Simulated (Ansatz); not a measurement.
# Zinc, beta-Sn type under LDA: structure, energy and stiffness

The plan for zinc in the beta-Sn type structure: relax it, solve it on a dense k-mesh, switch on spin-orbit coupling, then scale the cell to 7 volumes from 88 to 112 % of the relaxed one and try a fit of the equation of state. The k-meshes are 13×13×9 for the relaxation; 25×25×12 for the dense run; 15×15×8 for spin-orbit coupling; 17×17×9 for the volumes.

Computed with Ansatz 0.2.0 (DFT LDA (PW92), plane waves (420 eV) with PAW, scalar-relativistic; PAW files made under PBE, frozen cores solved again for the functional, unless a step says otherwise).

### Step 1. The structure to begin with

It takes space group I4_1/amd (No. 141, tetragonal). Conventional cell: a = 4.891 Å, b = 4.891 Å, c = 2.671 Å, α = 90.00°, β = 90.00°, γ = 90.00°. Around Zn (site symmetry -4m2) lie 6 Zn at 2.54 to 2.67 Å.

Structure file:

```xyz
2
Lattice="-2.4455 2.4455 1.3353 2.4455 -2.4455 1.3353 2.4455 2.4455 -1.3353" Properties=species:S:1:pos:R:3 pbc="T T T"
Zn    0.0000    0.0000    0.0000
Zn    0.0000    2.4455    0.6676
```

### Step 2. Geometry optimisation

File input.yaml:

```yaml
crystal:
  lattice:
    - [-2.4455159034, 2.4455159034, 1.3352516833]
    - [2.4455159034, -2.4455159034, 1.3352516833]
    - [2.4455159034, 2.4455159034, -1.3352516833]
  atoms:
    - { symbol: Zn, position: [0.0, 0.0, 0.0] }
    - { symbol: Zn, position: [0.75, 0.25, 0.5] }
hamiltonian:
  xc: lda
  pseudopotentials:
    kind: paw
    azcp:
      Zn: "pseudopotentials/Zn.paw.azcp"
basis:
  ecutwfc: 420
  fft_grid_basis: typed
kpoints:
  mp_grid: { grid: [13, 13, 9], shift: [0, 0, 0] }
magnetization:
  spin_polarized: false
scf:
  occupations: { method: fermi_dirac, width: 0.1 }
relax:
  max_steps: 60
  f_tol: 0.01
  cell: {}
```

The runs that follow: Single point on a dense mesh; Spin-orbit coupling switched on; At 88 % of the relaxed volume; At 92 % of the relaxed volume; At 96 % of the relaxed volume; At 100 % of the relaxed volume; At 104 % of the relaxed volume; At 108 % of the relaxed volume; At 112 % of the relaxed volume.

**Question.** What will these runs give? Wanted: space group; conventional cell; volume; shortest distance; gap on the mesh; relative to hcp; V₀, B₀, B₀′.

**Answer**, as computed:

```
                      quantity                                  value
space group (spins left aside)                          Cmcm (No. 63)
             conventional cell  a = 2.598 Å, b = 4.955 Å, c = 4.195 Å
                        volume                         13.499 Å³/atom
             shortest distance                                2.578 Å
               gap on the mesh           none (levels filled in part)
               relative to hcp                           +17 meV/atom
                   V₀, B₀, B₀′           13.484 Å³/atom, 104 GPa, 5.2
```

**Reading.** The relaxation shrank the cell by 15.5 % in volume. The cell has left its prototype: it ends as Cmcm. What follows belongs to that structure, not to the type named at the start. The mesh has less symmetry than the lattice, which may have let the distortion in. It lies 17 meV/atom above the element's reference form at the same level (hcp, from a run of its own). Levels at the Fermi energy are filled in part, as in a metal. The total energy of the spin-orbit run (on a coarser mesh) lies -59 meV/atom from the scalar one; mesh and treatment of the core enter this figure, so it is no spin-orbit energy. B₀ comes out at 104 GPa; letting shape and positions relax at each volume could only lower it.
